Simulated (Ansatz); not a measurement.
# Ga2SnO2: the cost of one run

Method: DFT PBE, scalar-relativistic, plane waves, PAW, in Ansatz 0.2.0.

1 further run of the same task is left out (set aside as unsound or not needed).

## Step 1: The starting structure

Symmetry: P6_3/mmc, No. 194, hexagonal system. The conventional cell has a = 3.174 Å, b = 3.174 Å, c = 19.060 Å, α = 90.00°, β = 90.00°, γ = 120.00°. Ga (site symmetry 3m) is surrounded by 3 O at 1.96 Å. Around Sn (site symmetry -6m2) lie 6 Ga at 3.17 Å and 6 Sn at 3.17 Å. O (site symmetry 3m) has 3 Ga at 1.96 Å as nearest neighbours.

Structure file:

```cif
data_structure
_symmetry_space_group_name_H-M 'P 1'
_symmetry_Int_Tables_number 1
_cell_length_a 3.1743
_cell_length_b 3.1743
_cell_length_c 19.0604
_cell_angle_alpha 90.000
_cell_angle_beta 90.000
_cell_angle_gamma 120.000
_cell_volume 166.32
loop_
_atom_site_label
_atom_site_type_symbol
_atom_site_fract_x
_atom_site_fract_y
_atom_site_fract_z
_atom_site_occupancy
Ga1 Ga 0.66667 0.33333 0.38555 1
Ga2 Ga 0.66667 0.33333 0.11445 1
Ga3 Ga 0.33333 0.66667 0.88555 1
Ga4 Ga 0.33333 0.66667 0.61445 1
Sn1 Sn 0.00000 0.00000 0.75000 1
Sn2 Sn 0.00000 0.00000 0.25000 1
O1 O 0.66667 0.33333 0.57848 1
O2 O 0.66667 0.33333 0.92152 1
O3 O 0.33333 0.66667 0.42152 1
O4 O 0.33333 0.66667 0.07848 1
```

It is the end of an earlier relaxation with the same method, from a database cell with other species swapped in; it needn't be the stable form of this composition. At a tolerance of 0.05 Å it has space group P6_3/mmc (No. 194); it has 16.63 Å³/atom, an uncorrected energy of -0.97 eV/atom over the elements.

## Step 2: Electronic structure at the relaxed geometry

input.yaml

```yaml
crystal:
  lattice:
    - [3.1742632295, 0.0, 0.0]
    - [-1.5871316147, 2.7489925951, 0.0]
    - [0.0, 0.0, 19.0603675182]
  atoms:
    - { symbol: Ga, position: [0.6666666667, 0.3333333333, 0.3855484233] }
    - { symbol: Ga, position: [0.6666666667, 0.3333333333, 0.1144515767] }
    - { symbol: Ga, position: [0.3333333333, 0.6666666667, 0.8855484233] }
    - { symbol: Ga, position: [0.3333333333, 0.6666666667, 0.6144515767] }
    - { symbol: Sn, position: [0.0, 0.0, 0.75] }
    - { symbol: Sn, position: [0.0, 0.0, 0.25] }
    - { symbol: O, position: [0.6666666667, 0.3333333333, 0.5784785622] }
    - { symbol: O, position: [0.6666666667, 0.3333333333, 0.9215214378] }
    - { symbol: O, position: [0.3333333333, 0.6666666667, 0.4215214378] }
    - { symbol: O, position: [0.3333333333, 0.6666666667, 0.0784785622] }
basis:
  ecutwfc: 420
kpoints:
  mp_grid: { grid: [12, 12, 2] }
  band_path:
    path:
      - [[0.0, 0.0, 0.0], [0.5, 0.0, 0.0], [0.33333333, 0.33333333, 0.0], [0.0, 0.0, 0.0], [0.0, 0.0, 0.5], [0.5, 0.0, 0.5], [0.33333333, 0.33333333, 0.5], [0.0, 0.0, 0.5]]
      - [[0.5, 0.0, 0.5], [0.5, 0.0, 0.0]]
      - [[0.33333333, 0.33333333, 0.5], [0.33333333, 0.33333333, 0.0]]
    npoints: 14
hamiltonian:
  xc: pbe
scf:
  occupations: { method: gaussian, width: 0.1 }
  n_extra_bands: 25
output:
  forces: true
  stress: true
  eigenvalues: true
  populations: true
  dos: { projected: true, de: 0.02, nscf_kmesh: { grid: [15, 15, 3] } }
  bader: true
```

Launch:

```
ansatz run input.yaml --threads 1 --pin off --max-ram 2560MiB --backend cpu --events-out ev --progress --plain --runs-dir out
```

**Question.** How long does this run take on 1 thread of Arm Neoverse V1, shared host, and how much memory does it need?

About 2.8 min, with a peak of 1.1 GiB.
